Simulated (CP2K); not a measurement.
**quartet C2HCl2Si: levels of theory compared**

Aim: a comparison of 3 runs (UB3LYP/6-31G*, PM3, PM6) of quartet C2HCl2Si. 

The calculation is run with CP2K 2026.2.

4 further runs of the same task are left out: 1 that didn't finish, 3 set aside as unsound or not needed.

**1. The structure to begin with**

C2HCl2Si: 6 atoms, total charge 0, spin state quartet. SMILES of the parent species: `C#C[Si](Cl)Cl`. The shape is that of a PBE0-D4/def2-TZVP optimisation. That shape belongs to the parent species and isn't relaxed for this state.

Bond lengths: C1–C2 1.208 Å, C2–Si3 1.804 Å, Si3–Cl4 2.043 Å, Si3–Cl5 2.043 Å, C1–H6 1.066 Å. Angles: C1–C2–Si3 172.9°, C2–Si3–Cl4 109.7°, C2–Si3–Cl5 109.7°, Cl4–Si3–Cl5 110.2°, C2–C1–H6 179.0°.

**2. The energy at UB3LYP/6-31G(d) (spherical functions) (run 1)**

calc.inp

```
&GLOBAL
  PROJECT_NAME calc
  RUN_TYPE ENERGY
  PRINT_LEVEL MEDIUM
&END GLOBAL

&FORCE_EVAL
  METHOD Quickstep
  &DFT
    BASIS_SET_FILE_NAME ./6_31gs.basis
    POTENTIAL_FILE_NAME POTENTIAL
    MULTIPLICITY 4
    LSD T
    &QS
      METHOD GAPW
      EPS_DEFAULT 1.0E-10
    &END QS
    &MGRID
      CUTOFF 280
      REL_CUTOFF 50
      NGRIDS 4
    &END MGRID
    &POISSON
      PERIODIC NONE
      POISSON_SOLVER MULTIPOLE
    &END POISSON
    &SCF
      SCF_GUESS ATOMIC
      EPS_SCF 1.0E-06
      MAX_SCF 80
      ADDED_MOS 3
      LEVEL_SHIFT 0.3
      &DIAGONALIZATION
        ALGORITHM STANDARD
      &END DIAGONALIZATION
      &MIXING
        METHOD DIRECT_P_MIXING
        ALPHA 0.4
      &END MIXING
    &END SCF
    &XC
      &XC_FUNCTIONAL
        &HYB_GGA_XC_B3LYP
        &END HYB_GGA_XC_B3LYP
      &END XC_FUNCTIONAL
      &HF
        FRACTION 0.2
        &SCREENING
          EPS_SCHWARZ 1.0E-10
        &END SCREENING
        &MEMORY
          MAX_MEMORY 1050
        &END MEMORY
      &END HF
    &END XC
    &PRINT
      &MOMENTS
        PERIODIC F
        REFERENCE COM
        MAX_MOMENT 1
      &END MOMENTS
      &MO ON
        ENERGIES T
        OCCUPATION_NUMBERS T
        NDIGITS 6
        &EACH
          QS_SCF 0
        &END EACH
        ADD_LAST NUMERIC
      &END MO
      &LOWDIN ON
      &END LOWDIN
      &HIRSHFELD OFF
      &END HIRSHFELD
      &MO_MOLDEN ON
        NDIGITS 8
      &END MO_MOLDEN
    &END PRINT
  &END DFT
  &SUBSYS
    &CELL
      ABC 10.9 9.8 10.9
      PERIODIC NONE
    &END CELL
    &COORD
      UNIT bohr
      C      2.5029423     0.9136826     2.1004306
      C      0.9854922     0.1802799     0.5616266
      Si    -0.9531779    -1.1032221    -1.9309222
      Cl    -3.6169358    -3.4593326    -0.4272671
      Cl    -2.6569549     1.7706734    -3.8669466
      H      3.8180027     1.5769765     3.4759622
    &END COORD
    &TOPOLOGY
      &CENTER_COORDINATES
      &END CENTER_COORDINATES
    &END TOPOLOGY
    &KIND C
      BASIS_SET 6-31Gs
      POTENTIAL ALL
      LEBEDEV_GRID 194
      RADIAL_GRID 100
    &END KIND
    &KIND Si
      BASIS_SET 6-31Gs
      POTENTIAL ALL
      LEBEDEV_GRID 194
      RADIAL_GRID 100
    &END KIND
    &KIND Cl
      BASIS_SET 6-31Gs
      POTENTIAL ALL
      LEBEDEV_GRID 194
      RADIAL_GRID 100
    &END KIND
    &KIND H
      BASIS_SET 6-31Gs
      POTENTIAL ALL
      LEBEDEV_GRID 194
      RADIAL_GRID 100
    &END KIND
  &END SUBSYS
&END FORCE_EVAL
```

Command:

```sh
$ OMP_NUM_THREADS=1 cp2k.psmp -i calc.inp -o calc.out
```

Log:

```text
CP2K| version string:                                       CP2K version 2026.2
[...]
 GLOBAL| Method name                                                        CP2K
[...]
 GLOBAL| Run type                                                         ENERGY
[...]
 DFT| Spin unrestricted (spin-polarized) Kohn-Sham calculation               UKS
 DFT| Multiplicity                                                             4
[...]
 DFT| Charge                                                                   0
[...]
 FUNCTIONAL| HYB_GGA_XC_B3LYP:
[...]
 QS| Method:                                                                GAPW
[...]
 QS| Density cutoff [a.u.]:                                                140.0
[...]
 QS| Relative density cutoff [a.u.]:                                        25.0
[...]
                             - Atoms:                                          6
[...]
                             - Spherical basis functions:                     84
[...]
 Number of electrons:                                                         32
[...]
     1 P_Mix/Diag. 0.40E+00   26.3     0.23916669     -1287.4863028279 -1.29E+03
[...]
    48 DIIS/Diag.  0.14E-05   11.5     0.00000081     -1286.4914970122 -5.48E-11
  *** SCF run converged in    48 steps ***
[...]
  Overlap energy of the core charge distribution:               0.00006039946947
  Self energy of the core charge distribution:               -582.98122723511779
  Core Hamiltonian energy:                                   -706.97807157474904
  Hartree energy:                                             150.99144072019422
  Exchange-correlation energy:                                -13.83248877550814
  Hartree-Fock Exchange energy:                               -17.25723388933323
[...]
  Ideal and single determinant S**2 :                    3.750000       3.757216
[...]
                     Mulliken Population Analysis
 #  Atom  Element  Kind  Atomic population (alpha,beta) Net charge  Spin moment
       1     C        1         3.601015     2.484668    -0.085683     1.116347
       2     C        1         3.440597     2.638847    -0.079444     0.801750
       3     Si       2         7.306997     6.383720     0.309283     0.923277
       4     Cl       3         8.646711     8.538505    -0.185216     0.108205
       5     Cl       3         8.646387     8.537619    -0.184005     0.108768
       6     H        4         0.358294     0.416641     0.225065    -0.058347
 # Total charge and spin       32.000000    29.000000    -0.000000     3.000000
[...]
  Dipole moment [Debye]
    X=  0.2546429E+01 Y=  0.6466941E+00 Z=  0.1674849E+01  Total=      3.1157074
 ENERGY| Total FORCE_EVAL ( QS ) energy [hartree]          -1286.491497012156515
[...]
```

Wall time 9.3 min (1 thread of AMD EPYC (Zen 3), shared host); peak memory 0.92 GiB.

**3. A single-point energy at PM3 (run 2)**

mol.inp

```
&GLOBAL
 PROJECT_NAME mol
 RUN_TYPE ENERGY
 PRINT_LEVEL MEDIUM
&END GLOBAL

&FORCE_EVAL
 METHOD QUICKSTEP
 &DFT
  MULTIPLICITY 4
  LSD T
  &QS
   METHOD PM3
   EPS_DEFAULT 1.0E-10
   &SE
    &COULOMB
     CUTOFF [angstrom] 50
     RC_RANGE [angstrom] 0
    &END COULOMB
    &EXCHANGE
     CUTOFF [angstrom] 50
     RC_RANGE [angstrom] 0
    &END EXCHANGE
   &END SE
  &END QS
  &POISSON
   PERIODIC NONE
   POISSON_SOLVER ANALYTIC
  &END POISSON
  &SCF
   SCF_GUESS ATOMIC
   EPS_SCF 1.0E-06
   MAX_SCF 80
   ADDED_MOS 4
   &DIAGONALIZATION
    ALGORITHM STANDARD
   &END DIAGONALIZATION
   &MIXING
    METHOD DIRECT_P_MIXING
    ALPHA 0.4
   &END MIXING
  &END SCF
  &PRINT
   &MOMENTS
    PERIODIC F
    REFERENCE COM
    MAX_MOMENT 1
   &END MOMENTS
   &MO ON
    ENERGIES T
    OCCUPATION_NUMBERS T
    NDIGITS 6
    &EACH
     QS_SCF 0
    &END EACH
    ADD_LAST NUMERIC
   &END MO
   &HIRSHFELD OFF
   &END HIRSHFELD
  &END PRINT
 &END DFT
 &SUBSYS
  &CELL
   ABC 11.9 10.8 11.9
   PERIODIC NONE
  &END CELL
  &COORD
   C      1.324500     0.483500     1.111500
   C      0.521500     0.095400     0.297200
   Si    -0.504400    -0.583800    -1.021800
   Cl    -1.914000    -1.830600    -0.226100
   Cl    -1.406000     0.937000    -2.046300
   H      2.020400     0.834500     1.839400
  &END COORD
  &TOPOLOGY
   &CENTER_COORDINATES
   &END CENTER_COORDINATES
  &END TOPOLOGY
 &END SUBSYS
&END FORCE_EVAL
```

Command:

```sh
$ OMP_NUM_THREADS=1 cp2k.psmp mol.inp > mol.out
```

Log:

```text
CP2K| version string:                                       CP2K version 2026.2
[...]
 GLOBAL| Method name                                                        CP2K
[...]
 GLOBAL| Run type                                                         ENERGY
[...]
                             - Atoms:                                          6
[...]
                             - Spherical basis functions:                     21
[...]
 Number of electrons:                                                         15
[...]
     1 P_Mix/Diag. 0.40E+00    0.0     0.47729533       -30.5685889616 -3.06E+01
[...]
    72 DIIS/Diag.  0.14E-05    0.0     0.00000063       -35.0524397741 -7.18E-11
  *** SCF run converged in    72 steps ***
  Core-core repulsion energy [eV]:                           1335.40372857413558
  Core Hamiltonian energy [eV]:                             -1448.69648026589607
  Two-electron integral energy [eV]:                        -1681.06528422220481
  Electronic energy [eV]:                                   -2289.22912237699848
  Total energy [eV]:                                         -953.82539380286300
  Atomic reference energy [eV]:                               958.00608920345439
  Heat of formation [kcal/mol]:                                96.40913389441664
[...]
 SE_DIPOLE| Moment [Debye]         -2.64025839      -0.42113606      -1.37531004
 SE_DIPOLE| Derivative [a.u.]       0.00000000       0.00000000       0.00000000
 ENERGY| Total FORCE_EVAL ( QS ) energy [hartree]            -35.052439774136985
[...]
```

Run time: 3.3 s. Hardware: 1 thread of AMD EPYC (Zen 3), shared host; peak memory 0.29 GiB.

**4. A single-point energy at PM6 (run 3)**

gas.inp

```
&GLOBAL
 PROJECT_NAME gas
 RUN_TYPE ENERGY
 PRINT_LEVEL MEDIUM
&END GLOBAL
&FORCE_EVAL
 METHOD QUICKSTEP
 &DFT
  MULTIPLICITY 4
  SPIN_POLARIZED T
  &QS
   METHOD PM6
   EPS_DEFAULT 1.0E-10
   &SE
    &COULOMB
     CUTOFF [angstrom] 50
     RC_RANGE [angstrom] 0
    &END COULOMB
    &EXCHANGE
     CUTOFF [angstrom] 50
     RC_RANGE [angstrom] 0
    &END EXCHANGE
   &END SE
  &END QS
  &POISSON
   PERIODIC NONE
   POISSON_SOLVER ANALYTIC
  &END POISSON
  &SCF
   SCF_GUESS ATOMIC
   EPS_SCF 1.0E-06
   MAX_SCF 80
   &DIAGONALIZATION
    ALGORITHM STANDARD
   &END DIAGONALIZATION
   &MIXING
    METHOD DIRECT_P_MIXING
    ALPHA 0.4
   &END MIXING
  &END SCF
  &PRINT
   &MOMENTS
    PERIODIC F
    REFERENCE COM
    MAX_MOMENT 1
   &END MOMENTS
   &MO ON
    ENERGIES T
    OCCUPATION_NUMBERS T
    NDIGITS 6
    &EACH
     QS_SCF 0
    &END EACH
    ADD_LAST NUMERIC
   &END MO
   &HIRSHFELD OFF
   &END HIRSHFELD
  &END PRINT
 &END DFT
 &SUBSYS
  &CELL
   ABC 13.9 12.8 13.9
   PERIODIC NONE
  &END CELL
  &COORD
   C      1.324500     0.483500     1.111500
   C      0.521500     0.095400     0.297200
   Si    -0.504400    -0.583800    -1.021800
   Cl    -1.914000    -1.830600    -0.226100
   Cl    -1.406000     0.937000    -2.046300
   H      2.020400     0.834500     1.839400
  &END COORD
  &TOPOLOGY
   &CENTER_COORDINATES
   &END CENTER_COORDINATES
  &END TOPOLOGY
 &END SUBSYS
&END FORCE_EVAL
```

Command:

```sh
$ OMP_NUM_THREADS=1 cp2k.psmp -i gas.inp > gas.out 2>&1
```

Log:

```text
CP2K| version string:                                       CP2K version 2026.2
[...]
 GLOBAL| Method name                                                        CP2K
[...]
 GLOBAL| Run type                                                         ENERGY
[...]
                             - Atoms:                                          6
[...]
                             - Spherical basis functions:                     36
[...]
 Number of electrons:                                                         15
[...]
     1 P_Mix/Diag. 0.40E+00    0.0     0.46745066       -26.6197501441 -2.66E+01
[...]
    25 DIIS/Diag.  0.14E-06    0.0     0.00000072       -30.7490863254 -1.01E-11
  *** SCF run converged in    25 steps ***
  Core-core repulsion energy [eV]:                           1338.12729154513522
  Core Hamiltonian energy [eV]:                             -1327.24794557959945
  Two-electron integral energy [eV]:                        -1695.20907440658925
  Electronic energy [eV]:                                   -2174.85248278289419
  Total energy [eV]:                                         -836.72519123775885
  Atomic reference energy [eV]:                               840.19196170345435
  Heat of formation [kcal/mol]:                                79.94563248046519
[...]
 SE_DIPOLE| Moment [Debye]         -2.12799580      -0.21793123      -0.92704892
 SE_DIPOLE| Derivative [a.u.]       0.00000000       0.00000000       0.00000000
 ENERGY| Total FORCE_EVAL ( QS ) energy [hartree]            -30.749086325360064
[...]
```

Run time: 2.6 s. Hardware: 1 thread of AMD EPYC (Zen 3), shared host; peak memory 0.29 GiB.

**5. The series**

| run | level | scheme | level shift | energy (Eh) | dipole moment (D) | HOMO energy (eV) | wall time |
| --- | --- | --- | --- | --- | --- | --- | --- |
| 1 | UB3LYP/6-31G* (spherical functions) | GAPW | 0.3 | -1286.491497 | 3.12 | -3.50 | 9.3 min |
| 2 | PM3 | – | – | -35.052440 | 3.01 | -6.54 | 3.3 s |
| 3 | PM6 | – | – | -30.749086 | 2.33 | -7.74 | 2.6 s |

**6. Results**

| quantity | value |
| --- | --- |
| run 3: total energy | -30.74909 Eh |
| run 3: dipole moment | 2.33 D |
| run 3: HOMO energy (highest over α and β) | -7.74 eV |
| run 3: heat of formation | 79.9 kcal/mol |

In words: The dipole moment (its size) runs from 2.33 D (PM6) to 3.12 D (UB3LYP/6-31G*). The two ends differ in method and basis and Hamiltonian. Force-field and semi-empirical energies have zeros of their own, so their totals don't compare. All runs together took 9.4 min, the longest 9.3 min.
